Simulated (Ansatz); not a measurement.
# ZnH₂ (SMILES [ZnH2]): single points off equilibrium

Aim: energy, forces and dipole at a structure displaced at random from a GFN2-xTB minimum, from CCSD(T) and from density functionals.

The runs use Ansatz 0.2.0, Gaussian basis; single points in def2-TZVPP.

Cores are frozen in the correlated methods. The 3s and 3p shells of Cu and Zn are frozen; filled d shells are correlated.

## 1. The system as given

SMILES `[ZnH2]`, 3 atoms, charge 0, spin multiplicity 1.

Atoms are counted from 1 here; the program's logs count them from 0.

Bond lengths: Zn1–H2 1.469 Å, Zn1–H3 1.733 Å. Angles: H2–Zn1–H3 163.2°.

Coordinates:

```xyz
3

Zn   -0.0572    0.0273    0.1116
H     0.6127    1.2560    0.5588
H    -0.4127   -1.4787   -0.6684
```

## 2. CCSD(T)/def2-TZVPP

File run/in.yaml:

```yaml
crystal:
  periodic: [false, false, false]
  atoms:
    - {symbol: Zn, position_ang: [-0.057200, 0.027300, 0.111600]}
    - {symbol: H, position_ang: [0.612700, 1.256000, 0.558800]}
    - {symbol: H, position_ang: [-0.412700, -1.478700, -0.668400]}
basis:
  gaussian: {orbitals: def2-TZVPP}
correlation: {method: ccsd_t, frozen_orbitals: {H: 0, Zn: 9}}
output: {forces: true}
```

The command line of these runs was not kept.

## 3. PBE0-D4/def2-TZVPP

run/in.yaml, as its differences from that of step 2:

```diff
@@ -8,3 +8,3 @@
   gaussian: {orbitals: def2-TZVPP}
-correlation: {method: ccsd_t, frozen_orbitals: {H: 0, Zn: 9}}
-output: {forces: true}
+hamiltonian: {xc: pbe0, dispersion: d4}
+output: {forces: true, orbitals: {seedname: orbitals}}
```

## 4. wB97M-V/def2-TZVPP

run/in.yaml, as its differences from that of step 3:

```diff
@@ -8,3 +8,3 @@
   gaussian: {orbitals: def2-TZVPP}
-hamiltonian: {xc: pbe0, dispersion: d4}
-output: {forces: true, orbitals: {seedname: orbitals}}
+hamiltonian: {xc: {name: wB97M-V}}
+output: {forces: true}
```

## 5. r2SCAN-D4/def2-TZVPP

run/in.yaml, as its differences from that of step 4:

```diff
@@ -8,3 +8,3 @@
   gaussian: {orbitals: def2-TZVPP}
-hamiltonian: {xc: {name: wB97M-V}}
+hamiltonian: {xc: r2scan, dispersion: d4}
 output: {forces: true}
```

## 6. PBE-D4/def2-TZVPP

run/in.yaml, as its differences from that of step 5:

```diff
@@ -8,3 +8,3 @@
   gaussian: {orbitals: def2-TZVPP}
-hamiltonian: {xc: r2scan, dispersion: d4}
+hamiltonian: {xc: pbe, dispersion: d4}
 output: {forces: true}
```

## 7. BHLYP-D4/def2-TZVPP

run/in.yaml, as its differences from that of step 6:

```diff
@@ -8,3 +8,3 @@
   gaussian: {orbitals: def2-TZVPP}
-hamiltonian: {xc: pbe, dispersion: d4}
+hamiltonian: {xc: {name: BHLYP}, dispersion: d4}
 output: {forces: true}
```

## 8. wB97X-V/def2-TZVPP

run/in.yaml, as its differences from that of step 7:

```diff
@@ -8,3 +8,3 @@
   gaussian: {orbitals: def2-TZVPP}
-hamiltonian: {xc: {name: BHLYP}, dispersion: d4}
+hamiltonian: {xc: {name: wB97X-V}}
 output: {forces: true}
```

(Steps that only read results are left out.)

**Question.** What will these runs give? Wanted: energy less free atoms, CCSD(T)/def2-TZVPP; RMS force component; RMS force error; HOMO and LUMO, PBE0-D4; T1 diagnostic.

**Answer**, as computed:

| quantity | value |
| --- | --- |
| energy less free atoms, CCSD(T)/def2-TZVPP | -407.1 kJ/mol |
| RMS force component | 1.130 to 1.198 eV/Å over the methods |
| RMS force error | PBE0-D4 0.055, wB97M-V 0.042, r2SCAN-D4 0.045, PBE-D4 0.057, BHLYP-D4 0.081, wB97X-V 0.061 eV/Å |
| HOMO and LUMO, PBE0-D4 | -7.77 and -0.94 eV |
| T1 diagnostic | 0.017 |

**Reading.** Against CCSD(T) the functionals' energies less atoms differ by -18.7 to +11.3 kJ/mol, PBE-D4 by +11.3 kJ/mol. A larger basis would deepen the CCSD(T) value, while the functionals are nearly converged already, so the order here is not reliable. For forces wB97M-V does best and BHLYP-D4 worst. Frozen-core CCSD(T) forces in triple zeta carry basis errors of their own, and this is one geometry, so small gaps rank nothing.
